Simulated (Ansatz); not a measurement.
# C2H3BOS: small, medium and large basis sets

The task here is to estimate one member of a computed series from the others.

Method: one geometry, several basis sets; program: Ansatz 0.2.0, Gaussian basis.

The runs, in order: PBE0-D4/def2-SVP; ωB97M-V/def2-SVP; PBE0-D4/def2-QZVPP; ωB97M-V/def2-QZVPP; the functionals' def2-TZVPP values are taken from earlier runs.

## Structure used throughout

All runs share one geometry, relaxed beforehand with PBE0-D4 in a triple-zeta def2 set.

SMILES `BOC#CS`, 8 atoms, charge 0, spin multiplicity 1.

Atoms are counted from 1 here; the program's logs count them from 0.

Bond lengths: B1–O2 1.367 Å, B1–H6 1.190 Å, B1–H7 1.193 Å, O2–C3 1.297 Å, C3–C4 1.202 Å, C4–S5 1.680 Å, S5–H8 1.346 Å. Angles: O2–B1–H6 115.0°, O2–B1–H7 119.5°, H6–B1–H7 125.5°, B1–O2–C3 124.8°, O2–C3–C4 177.3°, C3–C4–S5 174.9°, C4–S5–H8 97.3°.

Geometry (Å):

```
B     0.3822    1.9387    0.4325
O     1.0344    0.8475   -0.0713
C     0.4977   -0.3212   -0.2422
C     0.0509   -1.4225   -0.4204
S    -0.4402   -3.0008   -0.7217
H     1.0419    2.9257    0.5152
H    -0.7646    1.8440    0.7480
H    -1.7102   -2.8685   -0.2959
```

The first run:

in.yaml

```yaml
crystal:
  periodic: [false, false, false]
  atoms:
    - {symbol: B, position_ang: [0.382164, 1.938704, 0.432479]}
    - {symbol: O, position_ang: [1.034373, 0.847527, -0.071339]}
    - {symbol: C, position_ang: [0.497722, -0.321225, -0.242176]}
    - {symbol: C, position_ang: [0.050925, -1.422464, -0.420359]}
    - {symbol: S, position_ang: [-0.440238, -3.000801, -0.721708]}
    - {symbol: H, position_ang: [1.041893, 2.925723, 0.515213]}
    - {symbol: H, position_ang: [-0.764564, 1.843952, 0.747977]}
    - {symbol: H, position_ang: [-1.710175, -2.868516, -0.295886]}
basis:
  gaussian: {orbitals: def2-SVP}
hamiltonian: {xc: pbe0, dispersion: d4}
output: {orbitals: {seedname: orbitals}}
```

Steps of the session up to this table: PBE0-D4 in def2-SVP; ωB97M-V in def2-SVP; PBE0-D4 in def2-QZVPP; ωB97M-V in def2-QZVPP.

One of the session's tables, all rows but one given; the rest of the session is left out.

It belongs to the step «Functionals by basis». 

| functional | basis | HOMO (eV) |
| --- | --- | --- |
| PBE0-D4 | def2-SVP | ? |
| PBE0-D4 | def2-TZVPP | -6.62 |
| PBE0-D4 | def2-QZVPP | -6.64 |
| ωB97M-V | def2-SVP | -8.61 |
| ωB97M-V | def2-TZVPP | -8.70 |
| ωB97M-V | def2-QZVPP | -8.72 |

**Question.** Estimate the row for PBE0-D4, def2-SVP.

The run gave: HOMO (eV): -6.56. In the column «HOMO (eV)» it is the highest.
